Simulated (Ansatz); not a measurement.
# TaTiGe4: the cost of one run

Program: Ansatz 0.2.0. Level of theory: DFT PBE, scalar-relativistic, plane waves, PAW. These are calculated values, not measurements.

## Step 1: Starting point

The structure is orthorhombic, space group F222 (No. 22). The conventional cell has a = 5.071 Å, b = 8.701 Å, c = 8.869 Å, α = 90.00°, β = 90.00°, γ = 90.00°. Around Ti (site symmetry 222) lie 10 Ge at 2.66 to 2.94 Å. Around Ta (site symmetry 222) lie 10 Ge at 2.67 to 2.92 Å. Around Ge (site symmetry 2) lie 5 Ge at 2.64 to 2.92 Å and 2 Ti at 2.66 Å and 3 Ta at 2.90 to 2.92 Å. Ge (site symmetry 2) has 5 Ge at 2.64 to 2.96 Å and 2 Ta at 2.67 Å and 3 Ti at 2.90 to 2.94 Å in its first shell of neighbours.

Coordinates:

```cif
data_structure
_symmetry_space_group_name_H-M 'P 1'
_symmetry_Int_Tables_number 1
_cell_length_a 6.2122
_cell_length_b 5.1080
_cell_length_c 5.0356
_cell_angle_alpha 75.527
_cell_angle_beta 52.765
_cell_angle_gamma 51.708
_cell_volume 97.83
loop_
_atom_site_label
_atom_site_type_symbol
_atom_site_fract_x
_atom_site_fract_y
_atom_site_fract_z
_atom_site_occupancy
Ti1 Ti 0.50000 0.50000 0.50000 1
Ta1 Ta 0.75000 0.75000 0.75000 1
Ge1 Ge 0.08369 0.41631 0.08369 1
Ge2 Ge 0.16180 0.83820 0.16180 1
Ge3 Ge 0.83820 0.16180 0.83820 1
Ge4 Ge 0.41631 0.08369 0.41631 1
```

The cell was relaxed beforehand at this level, from a generated guess; it needn't be the stable form of this composition. At a tolerance of 0.05 Å it has space group F222 (No. 22); it has 16.31 Å³/atom, an uncorrected energy of -0.31 eV/atom over the elements.

## Step 2: Bands, states and charges

input.yaml

```yaml
crystal:
  lattice:
    - [0.0, 4.3506821, 4.4343361]
    - [2.5354921, 0.0, 4.4343361]
    - [2.5354921, 4.3506821, 0.0]
  atoms:
    - { symbol: Ti, position: [0.5, 0.5, 0.5] }
    - { symbol: Ta, position: [0.75, 0.75, 0.75] }
    - { symbol: Ge, position: [0.083686, 0.416314, 0.083686] }
    - { symbol: Ge, position: [0.161803, 0.838197, 0.161803] }
    - { symbol: Ge, position: [0.838197, 0.161803, 0.838197] }
    - { symbol: Ge, position: [0.416314, 0.083686, 0.416314] }
basis:
  ecutwfc: 420
kpoints:
  mp_grid: { grid: [10, 10, 10] }
  band_path:
    path:
      - [[0.0, 0.0, 0.0], [0.5, 0.0, 0.5], [1.0, 0.5, 0.5], [0.5, 0.5, 0.0], [0.0, 0.0, 0.0], [0.0, 0.4166431, 0.4166431]]
      - [[1.0, 0.5833569, 0.5833569], [1.0, 0.5, 0.5]]
      - [[0.5, 0.0, 0.5], [0.5, 0.24682662, 0.74682662]]
      - [[0.5, 0.75317338, 0.25317338], [0.5, 0.5, 0.0]]
    npoints: 14
hamiltonian:
  xc: pbe
scf:
  occupations: { method: gaussian, width: 0.1 }
  n_extra_bands: 15
output:
  forces: true
  stress: true
  eigenvalues: true
  populations: true
  dos: { projected: true, de: 0.02, nscf_kmesh: { grid: [12, 12, 12] } }
  bader: true
  write_density: true
  write_potential: true
  elf: true
  volumetric_format: npy
```

On the command line:

```sh
$ ansatz run input.yaml --threads 4 --pin off --max-ram 8192MiB --backend cpu --events-out ev --progress --plain --runs-dir out
```

What time and memory should one allow on 4 threads of Intel Xeon Gold 6455B (Sapphire Rapids), shared host?

About 44 s, with a peak of 1.3 GiB.
